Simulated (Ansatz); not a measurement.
# CH6O4Sn: the cost of one run

The runs use Ansatz 0.2.0, Gaussian basis; r2SCAN/def2-SVP with D4 dispersion.

## (1) Structure used throughout

The structure was relaxed beforehand with PBE0-D4 in a triple-zeta def2 set. Sn takes the def2 core potential; no spin-orbit term is included.

SMILES `C[O][Sn]([OH])([OH])[OH]`, 12 atoms, charge 0, spin multiplicity 1.

Atoms are counted from 1 here; the program's logs count them from 0.

Bond lengths: C1–O2 1.414 Å, C1–H7 1.093 Å, C1–H8 1.096 Å, C1–H9 1.095 Å, O2–Sn3 1.941 Å, Sn3–O4 1.942 Å, Sn3–O5 1.946 Å, Sn3–O6 1.942 Å, O4–H10 0.962 Å, O5–H11 0.961 Å, O6–H12 0.961 Å. Angles: O2–C1–H7 107.6°, O2–C1–H8 111.7°, O2–C1–H9 112.4°, H7–C1–H8 108.2°, H7–C1–H9 108.3°, H8–C1–H9 108.6°, C1–O2–Sn3 121.4°, O2–Sn3–O4 104.7°, O2–Sn3–O5 116.1°, O2–Sn3–O6 107.8°, O4–Sn3–O5 107.8°, O4–Sn3–O6 115.6°, O5–Sn3–O6 105.2°, Sn3–O4–H10 111.9°, Sn3–O5–H11 112.6°, Sn3–O6–H12 111.8°.

## (2) The run

The input, in.yaml:

```yaml
crystal:
  periodic: [false, false, false]
  atoms:
    - {symbol: C, position_ang: [-0.156179, -1.328661, 1.587265]}
    - {symbol: O, position_ang: [0.688168, -0.903674, 0.535564]}
    - {symbol: Sn, position_ang: [0.177994, 0.548597, -0.646410]}
    - {symbol: O, position_ang: [1.812224, 1.020630, -1.582510]}
    - {symbol: O, position_ang: [-1.173921, 0.131339, -1.982696]}
    - {symbol: O, position_ang: [-0.600620, 1.954850, 0.443824]}
    - {symbol: H, position_ang: [0.420078, -2.009490, 2.218699]}
    - {symbol: H, position_ang: [-1.031716, -1.870327, 1.210966]}
    - {symbol: H, position_ang: [-0.502071, -0.494635, 2.207428]}
    - {symbol: H, position_ang: [2.591203, 0.663574, -1.146239]}
    - {symbol: H, position_ang: [-0.791467, -0.130657, -2.824793]}
    - {symbol: H, position_ang: [-1.356892, 2.363252, 0.012902]}
basis:
  gaussian: {orbitals: def2-SVP}
hamiltonian: {xc: {name: r2SCAN}, dispersion: d4}
md: {timestep: 2 fs, n_steps: 50, ensemble: nvt_nose_hoover, temperature: 1000, initial_velocities: maxwell_boltzmann, seed: 482}
```

Started as:

```sh
$ ansatz run in.yaml --threads 4 --pin off --events-out ev --progress --plain --max-ram 11315MiB
```

Q: Estimate wall time and peak memory on 4 threads of Arm Neoverse V2, shared host.

About 3.5 min, with a peak of 0.27 GiB.
